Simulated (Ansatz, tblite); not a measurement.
# C₂₆H₃₆O₈: rung by rung

How do method and basis change the picture of C₂₆H₃₆O₈ (singlet)?

Program: Ansatz 0.2.0, Gaussian basis. Level of theory: as each input shows. These are calculated values, not measurements.

Levels to be run: GFN1-xTB, GFN2-xTB, PBE-D4/def2-SVP, r2SCAN-D4/def2-SVP, BLYP-D4/def2-SVP, B3LYP-D4/def2-SVP, BHLYP-D4/def2-SVP, r2SCAN-D4/def2-mTZVP, HF/STO-3G, HF/6-31G, B3LYP-D4/6-31G.

### 1 The structure

The geometry is that of the singlet, from an earlier relaxation (PBE-D4/def2-SVP).

SMILES `CCC(C)(CC(C)(CC(C)(C)C(=O)OCc1ccccc1)C(=O)OC)C(=O)OC1CCOC1=O`, 70 atoms, charge 0, spin multiplicity 1.

Bond lengths: C1–C2 1.528 Å, C1–H35 1.108 Å, C1–H36 1.108 Å, C1–H37 1.109 Å, C2–C3 1.571 Å, C2–H38 1.112 Å, C2–H39 1.112 Å, C3–C4 1.538 Å, C3–C5 1.547 Å, C3–C26 1.530 Å, C4–H40 1.106 Å, C4–H41 1.106 Å, C4–H42 1.108 Å, C5–C6 1.564 Å, C5–H43 1.107 Å, C5–H44 1.110 Å, C6–C7 1.534 Å, C6–C8 1.564 Å and more. Angles: C2–C1–H35 112.0°, C2–C1–H36 112.1°, C2–C1–H37 109.9°, H35–C1–H36 107.5°, H35–C1–H37 107.8°, H36–C1–H37 107.2°, C1–C2–C3 117.6°, C1–C2–H38 109.7°, C1–C2–H39 109.7°, C3–C2–H38 106.0°, C3–C2–H39 107.2°, H38–C2–H39 105.9°, C2–C3–C4 107.1°, C2–C3–C5 109.0°, C2–C3–C26 105.0°, C4–C3–C5 113.4°, C4–C3–C26 112.7°, C5–C3–C26 109.2° and more.

PBE0-D4/def2-SVP was run before; its log isn't repeated, and its numbers join the tables.

### 2 GFN1-xTB

Tight binding, by tblite at 300 K electronic temperature and without a spin-polarisation term:

```python
tblite.interface.Calculator('GFN1-xTB', numbers, positions, charge=0, uhf=0).singlepoint()
```

Energy -3050.1598 eV, HOMO -11.92 eV, LUMO -7.80 eV; 0.21 s.

### 3 GFN2-xTB

Tight binding, by tblite at 300 K electronic temperature and without a spin-polarisation term:

```python
tblite.interface.Calculator('GFN2-xTB', numbers, positions, charge=0, uhf=0).singlepoint()
```

Energy -2901.4109 eV, HOMO -10.93 eV, LUMO -7.20 eV; 0.17 s.

### 4 PBE-D4/def2-SVP

start.molden holds the orbitals of an earlier run on this state, given as this run's starting guess.

in.yaml reads:

```yaml
crystal:
  periodic: [false, false, false]
  atoms:
    - {symbol: C, position_ang: [-2.881093, 3.650585, 0.200337]}
    - {symbol: C, position_ang: [-3.474431, 2.557828, -0.687858]}
    - {symbol: C, position_ang: [-2.885389, 1.108444, -0.549944]}
    - {symbol: C, position_ang: [-3.565871, 0.239163, -1.620776]}
    - {symbol: C, position_ang: [-1.347382, 1.174623, -0.698198]}
    - {symbol: C, position_ang: [-0.517996, -0.143819, -0.838429]}
    - {symbol: C, position_ang: [-0.866437, -1.162176, 0.254959]}
    - {symbol: C, position_ang: [0.965926, 0.344469, -0.772934]}
    - {symbol: C, position_ang: [2.167112, -0.648147, -0.805740]}
    - {symbol: C, position_ang: [2.398674, -1.375756, 0.541850]}
    - {symbol: C, position_ang: [2.089270, -1.664168, -1.953587]}
    - {symbol: C, position_ang: [3.425459, 0.213507, -1.026995]}
    - {symbol: O, position_ang: [4.260743, 0.032533, -1.894200]}
    - {symbol: O, position_ang: [3.509062, 1.200445, -0.099117]}
    - {symbol: C, position_ang: [4.701542, 2.028395, -0.138217]}
    - {symbol: C, position_ang: [5.813287, 1.418823, 0.678538]}
    - {symbol: C, position_ang: [5.905428, 1.681524, 2.059715]}
    - {symbol: C, position_ang: [6.912529, 1.087822, 2.834205]}
    - {symbol: C, position_ang: [7.840141, 0.221806, 2.233276]}
    - {symbol: C, position_ang: [7.754961, -0.047530, 0.857751]}
    - {symbol: C, position_ang: [6.746832, 0.545394, 0.083865]}
    - {symbol: C, position_ang: [-0.760080, -0.684721, -2.255475]}
    - {symbol: O, position_ang: [-0.588441, -0.035745, -3.271693]}
    - {symbol: O, position_ang: [-1.195698, -1.971372, -2.274715]}
    - {symbol: C, position_ang: [-1.426887, -2.514633, -3.580391]}
    - {symbol: C, position_ang: [-3.236049, 0.671752, 0.873489]}
    - {symbol: O, position_ang: [-2.622935, 0.984488, 1.877503]}
    - {symbol: O, position_ang: [-4.387643, -0.062927, 0.914538]}
    - {symbol: C, position_ang: [-4.864435, -0.421583, 2.227500]}
    - {symbol: C, position_ang: [-4.487235, -1.851514, 2.592714]}
    - {symbol: C, position_ang: [-5.603440, -2.657306, 1.914766]}
    - {symbol: O, position_ang: [-6.762755, -1.800460, 1.946252]}
    - {symbol: C, position_ang: [-6.398998, -0.490065, 2.093469]}
    - {symbol: O, position_ang: [-7.186973, 0.421118, 2.088363]}
    - {symbol: H, position_ang: [-2.947770, 3.394051, 1.275982]}
    - {symbol: H, position_ang: [-1.814526, 3.843157, -0.031425]}
    - {symbol: H, position_ang: [-3.427516, 4.602312, 0.043793]}
    - {symbol: H, position_ang: [-3.354639, 2.837091, -1.757447]}
    - {symbol: H, position_ang: [-4.569728, 2.485560, -0.512426]}
    - {symbol: H, position_ang: [-4.666708, 0.329677, -1.558924]}
    - {symbol: H, position_ang: [-3.313396, -0.832583, -1.518394]}
    - {symbol: H, position_ang: [-3.244273, 0.574276, -2.626428]}
    - {symbol: H, position_ang: [-0.952919, 1.708315, 0.187892]}
    - {symbol: H, position_ang: [-1.117370, 1.796847, -1.587554]}
    - {symbol: H, position_ang: [-0.312977, -2.108235, 0.119712]}
    - {symbol: H, position_ang: [-0.636024, -0.746913, 1.254464]}
    - {symbol: H, position_ang: [-1.941446, -1.427017, 0.232522]}
    - {symbol: H, position_ang: [1.067534, 0.959157, 0.143308]}
    - {symbol: H, position_ang: [1.084534, 1.043130, -1.627620]}
    - {symbol: H, position_ang: [3.378441, -1.896102, 0.531717]}
    - {symbol: H, position_ang: [1.621359, -2.139005, 0.728067]}
    - {symbol: H, position_ang: [2.403091, -0.660954, 1.387056]}
    - {symbol: H, position_ang: [1.257763, -2.375588, -1.790032]}
    - {symbol: H, position_ang: [1.938975, -1.160790, -2.927660]}
    - {symbol: H, position_ang: [3.032318, -2.239522, -2.019878]}
    - {symbol: H, position_ang: [4.379034, 2.997499, 0.287440]}
    - {symbol: H, position_ang: [5.005991, 2.163266, -1.194428]}
    - {symbol: H, position_ang: [5.178869, 2.362950, 2.530884]}
    - {symbol: H, position_ang: [6.976496, 1.304298, 3.911665]}
    - {symbol: H, position_ang: [8.633431, -0.242758, 2.838917]}
    - {symbol: H, position_ang: [8.481074, -0.725243, 0.382978]}
    - {symbol: H, position_ang: [6.661548, 0.325841, -0.990779]}
    - {symbol: H, position_ang: [-0.493549, -2.505534, -4.178994]}
    - {symbol: H, position_ang: [-2.192863, -1.923174, -4.121526]}
    - {symbol: H, position_ang: [-1.776436, -3.550892, -3.424060]}
    - {symbol: H, position_ang: [-4.536327, 0.342363, 2.956532]}
    - {symbol: H, position_ang: [-4.541091, -1.968021, 3.694760]}
    - {symbol: H, position_ang: [-3.467490, -2.129413, 2.265589]}
    - {symbol: H, position_ang: [-5.861725, -3.599938, 2.435135]}
    - {symbol: H, position_ang: [-5.362485, -2.888914, 0.854349]}
basis:
  gaussian: {orbitals: def2-SVP, fitting: {mean_field: def2-universal-jkfit}, initial_orbitals: start.molden}
hamiltonian: {xc: pbe, dispersion: d4}
scf: {omitted_lower_state_checks: [starts]}
output: {forces: true, orbitals: {seedname: orbitals}}
```

The run is started by

```console
ansatz run in.yaml --threads 2 --pin off --events-out ev --progress --plain --max-ram 22528MiB --backend cuda --devices 0, --max-vram 18GiB
```

After this run come: r2SCAN-D4/def2-SVP; BLYP-D4/def2-SVP; B3LYP-D4/def2-SVP; BHLYP-D4/def2-SVP; r2SCAN-D4/def2-mTZVP; HF/STO-3G; HF/6-31G; B3LYP-D4/6-31G.

Before running them: what should the planned runs give, taken together? Wanted: gap in def2-SVP, named functionals, smallest and largest; binding an atom, functionals in def2-SVP.

The runs gave:

| quantity | value |
| --- | --- |
| gap in def2-SVP, named functionals, smallest and largest | 4.58 eV (PBE-D4), 8.65 eV (BHLYP-D4) |
| binding an atom, functionals in def2-SVP | 4.52 (BHLYP-D4) to 4.84 eV (PBE-D4) |

**Reading.** Over the named functionals in def2-SVP the gap runs from 4.58 eV (PBE-D4) to 8.65 eV (BHLYP-D4); exact exchange widens it.
